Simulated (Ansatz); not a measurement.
# C2H6BClSi: small, medium and large basis sets

Aim: see how fast density functionals converge with the basis set for C2H6BClSi.

Computed with Ansatz 0.2.0, Gaussian basis. Level: one geometry, several basis sets.

The runs, in order: PBE0-D4/def2-SVP; ωB97M-V/def2-SVP; PBE0-D4/def2-QZVPP; ωB97M-V/def2-QZVPP; the functionals' def2-TZVPP values are taken from earlier runs.

## Step 1: Structure used throughout

An earlier PBE0-D4 in a triple-zeta def2 set relaxation fixed the geometry.

SMILES `B[C@H]1C[Si@H]1Cl`, 11 atoms, charge 0, spin multiplicity 1.

Atoms are counted from 1 here; the program's logs count them from 0.

Bond lengths: B1–C2 1.501 Å, B1–H6 1.199 Å, B1–H7 1.197 Å, C2–C3 1.550 Å, C2–Si4 1.895 Å, C2–H8 1.089 Å, C3–Si4 1.816 Å, C3–H9 1.086 Å, C3–H10 1.085 Å, Si4–Cl5 2.034 Å, Si4–H11 1.471 Å. Angles: C2–B1–H6 120.7°, C2–B1–H7 119.6°, H6–B1–H7 119.6°, B1–C2–C3 124.6°, B1–C2–Si4 103.6°, B1–C2–H8 119.7°, C3–C2–Si4 62.7°, C3–C2–H8 115.3°, Si4–C2–H8 109.1°, C2–C3–Si4 68.0°, C2–C3–H9 114.5°, C2–C3–H10 115.9°, Si4–C3–H9 117.6°, Si4–C3–H10 119.9°, H9–C3–H10 113.4°, C2–Si4–C3 49.3°, C2–Si4–Cl5 124.5°, C2–Si4–H11 116.7° and more.

## Step 2: PBE0-D4 in def2-SVP

File in.yaml:

```yaml
crystal:
  periodic: [false, false, false]
  atoms:
    - {symbol: B, position_ang: [-0.792023, -0.327731, 1.372520]}
    - {symbol: C, position_ang: [0.067497, 0.583345, 0.545632]}
    - {symbol: C, position_ang: [1.304095, 0.127389, -0.269217]}
    - {symbol: Si, position_ang: [-0.232474, -0.011724, -1.227875]}
    - {symbol: Cl, position_ang: [-1.029193, -1.817905, -1.718799]}
    - {symbol: H, position_ang: [-0.565249, -1.504150, 1.422681]}
    - {symbol: H, position_ang: [-1.748580, 0.114470, 1.940176]}
    - {symbol: H, position_ang: [-0.088968, 1.660286, 0.590816]}
    - {symbol: H, position_ang: [1.762597, -0.791546, 0.084077]}
    - {symbol: H, position_ang: [2.024166, 0.901692, -0.511807]}
    - {symbol: H, position_ang: [-0.636469, 1.008972, -2.207603]}
basis:
  gaussian: {orbitals: def2-SVP}
hamiltonian: {xc: pbe0, dispersion: d4}
output: {orbitals: {seedname: orbitals}}
```

The runs that follow: ωB97M-V in def2-SVP; PBE0-D4 in def2-QZVPP; ωB97M-V in def2-QZVPP.

Before running them: what should the planned runs give, taken together? Wanted: PBE0-D4: double and triple zeta above quadruple; ωB97M-V: double and triple zeta above quadruple.

As calculated:

```
                                       quantity           value
PBE0-D4: double and triple zeta above quadruple  11.06, 0.80 eV
ωB97M-V: double and triple zeta above quadruple  11.16, 0.75 eV
```

What this shows: For PBE0-D4 the step from double to triple zeta gains 10.26 eV and the next only 0.80 eV. Total energies overstate the basis error of differences, where much of it tends to cancel.
